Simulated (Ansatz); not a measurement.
**TiSi+ (quartet): from Hartree-Fock to the top rungs, def2-QZVPP**

An exercise on one series of results from a longer session: the logs are not shown, and one member is left open.

The runs use Ansatz 0.2.0, Gaussian basis; def2-QZVPP, core rule «outside noble gas», up to 14 orbitals frozen.

The runs, in order: UHF; ROHF; CCSD(T) on UHF.

## What is computed

The geometry is a PBE0/def2-TZVP stationary point (not a proven minimum) of the parent state, kept for this charge and spin.

2 atoms, charge 1, spin multiplicity 4.

Atoms are counted from 1 here; the program's logs count them from 0.

Bond lengths: Ti1–Si2 2.483 Å.

Set-up of the first run:

in.yaml reads:

```yaml
crystal:
  periodic: [false, false, false]
  atoms:
    - {symbol: Ti, position_ang: [0.000000, 0.000000, 0.000000]}
    - {symbol: Si, position_ang: [0.000000, 0.000000, 2.483200]}
basis:
  gaussian: {orbitals: "def2-QZVPP.json"}
total_charge: 1
magnetization: {spin_polarized: true, initial_magnetization: 3}
hamiltonian: {xc: hf}
output: {orbitals: {seedname: orbitals}}
```

Started as:

```
$ ansatz run in.yaml --threads 1 --pin off --events-out ev --progress --plain --max-ram 4096MiB --backend cpu
```

Among the steps run: UHF; ROHF; CCSD(T) on UHF.

One table of the session follows, with a row left open; its other results are not shown here.

```
  method  from UCCSD(T) (kcal/mol)
    ROHF                         ?
    UMP2                    +32.58
   UCCSD                     +7.10
UCCSD(T)                         0
```

**Question.** Estimate the row for ROHF.

The run gave: from UCCSD(T) (kcal/mol): +104.83. In the column «from UCCSD(T) (kcal/mol)» it is the highest.

Left out of the table: UHF (another determinant or state than the rows shown).

To keep in mind: The determinant of HF (⟨S²⟩ 4.61) is far from a pure spin state, so its energy mixes those of several spin states; that is harmless only where they are near-degenerate. Warnings: spin contamination; coupled cluster took another determinant than the lowest.
